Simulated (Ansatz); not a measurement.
# GaH3+ (doublet): the correlation ladder at distance Ga1–H3 = 1.356 Å, cc-pVDZ

One table from this session's results is given with a row withheld; the runs are named, their logs left out.

Method: cc-pVDZ, core rule «outside noble gas», up to 14 orbitals frozen; program: Ansatz 0.2.0, Gaussian basis.

To be run: UHF; CCSD(T) on ROHF; CCSD(T) on UHF; BCCD(T) on ROHF; CISD as a restricted active space (open shells left free, so some higher excitations enter); CCSDT(Q) on ROHF; CCSDT(Q) on UHF; CASSCF and MRCISD+Q, 3 electrons in 3 orbitals; CASSCF and NEVPT2, 3 electrons in 3 orbitals; Full CI.

37 further runs of the same task are left out: 23 for a known fault of the program, 12 that didn't finish, 2 set aside as unsound or not needed. Runs told in other sessions of the task aren't counted.

## The geometry

The geometry derives from a PBE0/def2-TZVP stationary point (not a proven minimum). One bond is set to the value named and the two fragments are kept rigid. No spin-orbit coupling is included. The filled d shell of Ga may be among the frozen orbitals whatever the setting's name suggests.

4 atoms, charge 1, spin multiplicity 2.

Atoms are counted from 1 here; the program's logs count them from 0.

Bond lengths: Ga1–H3 1.356 Å, Ga1–H4 1.532 Å. Angles: H3–Ga1–H4 170.9°.

The first run:

The input, in.yaml:

```yaml
crystal:
  periodic: [false, false, false]
  atoms:
    - {symbol: Ga, position_ang: [0.000000, 0.025527, -0.002431]}
    - {symbol: H, position_ang: [0.000000, -2.047064, -0.002431]}
    - {symbol: H, position_ang: [0.000000, 0.133602, -1.354118]}
    - {symbol: H, position_ang: [0.000000, 0.147632, 1.524739]}
basis:
  gaussian: {orbitals: cc-pVDZ}
total_charge: 1
magnetization: {spin_polarized: true, initial_magnetization: 1}
hamiltonian: {xc: hf}
output: {orbitals: {seedname: orbitals}}
```

Run with:

```sh
$ ansatz run in.yaml --threads 1 --pin off --events-out ev --progress --plain --max-ram 2393MiB
```

Among the steps run: UHF; CCSD(T) on ROHF; CCSD(T) on UHF; BCCD(T) on ROHF; CISD as a restricted active space (open shells left free, so some higher excitations enter); CCSDT(Q) on ROHF; CCSDT(Q) on UHF; CASSCF and MRCISD+Q, 3 electrons in 3 orbitals; CASSCF and NEVPT2, 3 electrons in 3 orbitals; Full CI.

One of the session's tables, all rows but one given; the rest of the session is left out.

| method | from FCI (kJ/mol) |
| --- | --- |
| ROHF | +181.4 |
| UHF | +179.9 |
| RMP2 | +47.4 |
| UMP2 | +46.9 |
| RCCSD | +2.6 |
| UCCSD | +2.6 |
| RCCSD(T) | +0.8 |
| UCCSD(T) | +0.7 |
| BCCD(T) | +0.7 |
| RCCSDT | 0.0 |
| UCCSDT | 0.0 |
| RCCSDT(Q) | 0.0 |
| UCCSDT(Q) | ? |
| CASSCF pair | +141.0 |
| NEVPT2 pair | +43.8 |
| MRCISD pair | +3.5 |
| MRCISD+Q pair | -1.3 |
| FCI | 0 |

Estimate the missing values for UCCSDT(Q).

The run gave: from FCI (kJ/mol): -0.1. In the column «from FCI (kJ/mol)» it lies between MRCISD+Q pair (-1.3) and RCCSDT (0.0).

Not comparable, so not listed: CISD as a restricted active space (open shells left free, so some higher excitations enter) (they don't share determinant, frozen orbitals or solution with the rows shown, or repeat one).

Limits of these values: MRCISD+Q pair falls below full CI: the +Q correction isn't variational, and the cores differ from full CI's. Levels on UHF freeze UHF's core orbitals, full CI those of ROHF, so the U rows can settle a little off it for that reason alone. Restricted and unrestricted rows rest on different reference determinants; a gap between their highest levels can come from leftover correlation error, from unlike frozen cores or from another state.
